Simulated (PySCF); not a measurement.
**Ways to converge the SCF of ZnC (triplet)**

The same problem is solved with other solver options, one edit a run.

Computed with PySCF 2.14.0. Level: each script names its method and basis.

2 further runs of the same task are left out: 2 that didn't finish.

## Step 1: The starting structure

ZnC (triplet): 2 atoms, charge 0, spin multiplicity 3.

Bond lengths: Zn1–C2 1.900 Å.

## Step 2: The base run

File input.py:

```python
from pyscf import gto, scf, mp

mol = gto.M(
    atom='Zn 0 0 0; C 0 0 1.9',
    basis='def2-svp',
    charge=0,
    spin=2,
    symmetry=True,
    verbose=3,
)
mf = scf.UHF(mol)
mf = mf.density_fit(auxbasis='def2-universal-jkfit')
mf.kernel()
mp.MP2(mf, frozen=6).kernel()
mf.dip_moment()
print('orbital energies (hartree):', [e[max(0, n-3):n+3].round(4) for e, n in zip(mf.mo_energy, mol.nelec)])
```

Started as:

```
> OMP_NUM_THREADS=1 python input.py
```

Its log is not repeated here.

Base result: E(SCF) = -1815.185992 Eh, E(MP2) − E(SCF) = -0.44267 Eh, ⟨S²⟩ = 2.042, μ = 3.52 D (of the SCF density).

The bond length is a typed value, not an optimised one. The triplet is typed in the script; nothing here shows that it is the ground state.

## Step 3: Initial guess atom

Edit 1 changes initial guess: minao → atom.

File input.py:

```python
from pyscf import gto, scf, mp

mol = gto.M(
    atom='Zn 0 0 0; C 0 0 1.9',
    basis='def2-svp',
    charge=0,
    spin=2,
    symmetry=True,
    verbose=3,
)
mf = scf.UHF(mol)
mf = mf.density_fit(auxbasis='def2-universal-jkfit')
mf.init_guess = 'atom'
mf.kernel()
mp.MP2(mf, frozen=6).kernel()
mf.dip_moment()
print('orbital energies (hartree):', [e[max(0, n-3):n+3].round(4) for e, n in zip(mf.mo_energy, mol.nelec)])
```

Started as:

```
> OMP_NUM_THREADS=1 python input.py
```

## Step 4: Damping 0.8

Edit 2 changes damping: none → 0.8.

input.py, as its differences from that of step 2:

```diff
@@ -12,2 +12,4 @@
 mf = mf.density_fit(auxbasis='def2-universal-jkfit')
+mf.damp = 0.8
+mf.diis_start_cycle = 8
 mf.kernel()
```

## Step 5: Convergence threshold 1e-07 hartree

Edit 3 changes convergence threshold: default → 1e-07 hartree.

input.py, as its differences from that of step 2:

```diff
@@ -12,2 +12,3 @@
 mf = mf.density_fit(auxbasis='def2-universal-jkfit')
+mf.conv_tol = 1e-07
 mf.kernel()
```

Q: Predict the outcome of this session. Wanted: for each run, E(SCF); from base; gap, α spin; SCF dipole; after the SCF.

**Answer**, as computed:

```csv
run,E(SCF) (hartree),from base (eV),"gap, α spin (eV)",SCF dipole (D),after the SCF
base,-1815.185992,0,8.68,3.52,"MP2 correlation -12.046 eV, core frozen"
initial guess atom,-1815.185992,0.0000,8.68,3.52,"MP2 correlation -12.046 eV, core frozen"
damping 0.8,-1815.185992,0.0000,8.68,3.52,"MP2 correlation -12.046 eV, core frozen"
convergence threshold 1e-07 hartree,-1815.185992,0.0000,8.68,3.52,"MP2 correlation -12.046 eV, core frozen"
```

In words: No change of the SCF energy comes from initial guess atom or damping 0.8 or convergence threshold 1e-07 hartree.
